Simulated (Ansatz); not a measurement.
# SrIr2: further runs on the relaxed cell

One table from this session's results is given with a row withheld; the runs are named, their logs left out.

The COD entry's cell or inner coordinates are ideal or old and differ from later refinements, so a difference from it is no clean test against experiment.

Program: Ansatz 0.2.0. Level of theory: DFT r2SCAN, scalar-relativistic, plane waves, PAW. These are calculated values, not measurements.

1 further run of the same task is left out (set aside as unsound or not needed).

## Starting point

It takes space group Fd-3m (No. 227, cubic). Conventional cell: a = 7.697 Å, b = 7.697 Å, c = 7.697 Å, α = 90.00°, β = 90.00°, γ = 90.00°. Sr (site symmetry -43m) is surrounded by 12 Ir at 3.19 Å and 4 Sr at 3.33 Å. Around Ir (site symmetry -3m) lie 6 Ir at 2.72 Å.

As a file:

```
CELL_PARAMETERS angstrom
0.00000 3.84835 3.84835
3.84835 0.00000 3.84835
3.84835 3.84835 0.00000
ATOMIC_POSITIONS crystal
Sr 0.00000 0.00000 0.00000
Sr 0.25000 0.25000 0.25000
Ir 0.62500 0.62500 0.62500
Ir 0.12500 0.62500 0.62500
Ir 0.62500 0.62500 0.12500
Ir 0.62500 0.12500 0.62500
```

It is the result of an earlier relaxation at this level (volume 19.00 Å³/atom; gap on the mesh: none (metal)).

Set-up of the first run:

Input file input.yaml:

```yaml
crystal:
  lattice:
    - [0.0, 3.8483518418, 3.8483518418]
    - [3.8483518418, 0.0, 3.8483518418]
    - [3.8483518418, 3.8483518418, 0.0]
  atoms:
    - { symbol: Sr, position: [0.0, 0.0, 0.0] }
    - { symbol: Sr, position: [0.25, 0.25, 0.25] }
    - { symbol: Ir, position: [0.625, 0.625, 0.625] }
    - { symbol: Ir, position: [0.125, 0.625, 0.625] }
    - { symbol: Ir, position: [0.625, 0.625, 0.125] }
    - { symbol: Ir, position: [0.625, 0.125, 0.625] }
basis:
  ecutwfc: 500
kpoints:
  mp_grid: { grid: [8, 8, 8] }
  band_path:
    path:
      - [[0.0, 0.0, 0.0], [0.5, 0.0, 0.5], [0.625, 0.25, 0.625]]
      - [[0.375, 0.375, 0.75], [0.0, 0.0, 0.0], [0.5, 0.5, 0.5], [0.5, 0.25, 0.75], [0.5, 0.0, 0.5]]
    npoints: 14
hamiltonian:
  xc: r2scan
scf:
  occupations: { method: gaussian, width: 0.1 }
  n_extra_bands: 15
output:
  forces: true
  stress: true
  eigenvalues: true
  populations: true
  dos: { projected: true, de: 0.02, nscf_kmesh: { grid: [12, 12, 12] } }
  bader: true
  write_density: true
  write_potential: true
  elf: true
  volumetric_format: npy
```

The run is started by

```console
$ ansatz run input.yaml --threads 2 --pin off --max-ram 5120MiB --backend cpu --events-out ev --progress --plain --runs-dir out
```

Steps of the session up to this table: Bands, states and charges; The cell as listed, for comparison; Volume × 0.97; The cell scaled to 1.03 of its volume; Point at V/V0 = 0.94; Volume × 1.06; Point at V/V0 = 0.91; The cell scaled to 1.10 of its volume; Point at V/V0 = 0.88.

One table of the session follows, with a row left open; its other results are not shown here.

It belongs to the step «Energy against volume». 

| volume (Å³/atom) | energy above the lowest point (meV/atom) | pressure (GPa) |
| --- | --- | --- |
| 16.718 | 175.4 | 27.90 |
| 17.288 | 92.5 | 19.03 |
| 17.858 | ? | ? |
| 18.428 | 9.0 | 5.29 |
| 18.998 | 0.0 | 0.00 |
| 19.568 | 8.2 | -4.45 |
| 20.138 | 31.0 | -8.18 |
| 20.898 | 79.9 | -12.24 |

**Question.** Estimate the row for volume (Å³/atom) = 17.858.

Worked estimate for «energy above the lowest point (meV/atom)». A straight line through the neighbours (17.288, 92.5) and (18.428, 9.0) gives 92.5 + (9.0 − 92.5) × (17.858 − 17.288) / (18.428 − 17.288) = 50.8; a parabola fitted to 4 rows on both sides gives 38.4.

The run gave: energy above the lowest point (meV/atom): 38.6; pressure (GPa): 11.57. In «energy above the lowest point (meV/atom)» the line misses by +12.2 and the parabola by -0.2.
